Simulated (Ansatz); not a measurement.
# FGeH4In: one species, many methods

The task here is to estimate one member of a computed series from the others.

Program: Ansatz 0.2.0, Gaussian basis. Level of theory: functionals in def2-TZVPP, the program's frozen cores in correlated methods. These are calculated values, not measurements.

Plan: LDA (SPW92), PBE-D4, revPBE-D4, BLYP-D4, r2SCAN-D4, B97M-V, PBE0-D4, B3LYP-D4, r2SCANh-D4, r2SCAN0-D4, HSE06-D4, BHLYP-D4, CAM-B3LYP-D4, LC-ωPBE, ωB97X-V, ωB97M-V, B2PLYP, PBE-QIDH; CCSD(T)/def2-SVP; CCSD(T)/def2-TZVPP; MP2/def2-QZVPP; extrapolation to the limit; RPA on PBE.

1 further run of the same task is left out (for a known fault of the program).

## Structure used throughout

The geometry comes from an earlier relaxation with PBE0-D4 in a triple-zeta def2 set; it is a stationary point, not always the lowest conformer. In takes the def2 core potential; no spin-orbit term is included.

7 atoms, charge 0, spin multiplicity 1.

Atoms are counted from 1 here; the program's logs count them from 0.

Bond lengths: F1–Ge2 1.757 Å, Ge2–In3 2.616 Å, Ge2–H4 1.545 Å, Ge2–H5 1.545 Å, In3–H6 1.721 Å, In3–H7 1.727 Å. Angles: F1–Ge2–In3 108.3°, F1–Ge2–H4 104.4°, F1–Ge2–H5 104.4°, In3–Ge2–H4 115.3°, In3–Ge2–H5 115.3°, H4–Ge2–H5 108.0°, Ge2–In3–H6 120.3°, Ge2–In3–H7 118.5°, H6–In3–H7 121.1°.

As a file:

```mol
FGeH4In
  3D, bonds by distance, orders not assigned

  7  6  0  0  0  0  0  0  0  0999 V2000
   -2.2997    0.1513    0.0723 F   0  0
   -0.7823   -0.1913   -0.7444 Ge  0  0
    1.1733    0.2310    0.9406 In  0  0
   -0.9294   -1.6495   -1.2335 H   0  0
   -0.7961    0.7307   -1.9840 H   0  0
    0.8402    0.7603    2.5434 H   0  0
    2.7939   -0.0327    0.4057 H   0  0
  1  2  8  0
  2  3  8  0
  2  4  8  0
  2  5  8  0
  3  6  8  0
  3  7  8  0
M  END
```

The first run:

in.yaml

```yaml
crystal:
  periodic: [false, false, false]
  atoms:
    - {symbol: F, position_ang: [-2.299712, 0.151335, 0.072286]}
    - {symbol: Ge, position_ang: [-0.782341, -0.191269, -0.744430]}
    - {symbol: In, position_ang: [1.173331, 0.231046, 0.940569]}
    - {symbol: H, position_ang: [-0.929359, -1.649452, -1.233507]}
    - {symbol: H, position_ang: [-0.796080, 0.730711, -1.984015]}
    - {symbol: H, position_ang: [0.840235, 0.760296, 2.543419]}
    - {symbol: H, position_ang: [2.793918, -0.032676, 0.405678]}
basis:
  gaussian: {orbitals: def2-TZVPP}
hamiltonian: {xc: lda}
output: {orbitals: {seedname: orbitals}}
```

The run is started by

```
$ ansatz run in.yaml --threads 2 --pin off --events-out ev --progress --plain --max-ram 4352MiB
```

Among the steps run: LDA; PBE-D4 (GGA); revPBE-D4 (GGA); BLYP-D4 (GGA); r2SCAN-D4 (meta-GGA); B97M-V (meta-GGA); B3LYP-D4 (hybrid); r2SCANh-D4 (hybrid); r2SCAN0-D4 (hybrid); HSE06-D4 (hybrid); BHLYP-D4 (hybrid); CAM-B3LYP-D4 (range-separated); LC-ωPBE (range-separated); ωB97X-V (range-separated); ωB97M-V (range-separated); B2PLYP (double hybrid); PBE-QIDH (double hybrid).

One table of the session follows, with a row left open; its other results are not shown here.

```
  functional  HOMO (eV)  LUMO (eV)  gap (eV)
 LDA (SPW92)          ?          ?         ?
      PBE-D4      -6.43      -3.09      3.34
   revPBE-D4      -6.38      -2.97      3.41
     BLYP-D4      -6.31      -3.06      3.25
   r2SCAN-D4      -6.71      -2.86      3.85
      B97M-V      -6.78      -3.13      3.65
     PBE0-D4      -7.52      -2.37      5.15
    B3LYP-D4      -7.34      -2.65      4.69
  r2SCANh-D4      -7.11      -2.61      4.50
  r2SCAN0-D4      -7.70      -2.24      5.46
    HSE06-D4      -7.14      -2.73      4.40
    BHLYP-D4      -8.50      -1.73      6.77
CAM-B3LYP-D4      -8.76      -1.55      7.20
     LC-ωPBE     -10.00      -0.42      9.58
     ωB97X-V      -9.69      -0.57      9.13
     ωB97M-V      -9.54      -0.82      8.71
```

Estimate the missing values for LDA (SPW92).

As computed: HOMO (eV): -6.56; LUMO (eV): -3.34; gap (eV): 3.23. In the column «HOMO (eV)» it lies between r2SCAN-D4 (-6.71) and PBE-D4 (-6.43).

Limits of these values: All levels share the lack of spin-orbit coupling, which lowers the free heavy atoms and so the true binding.
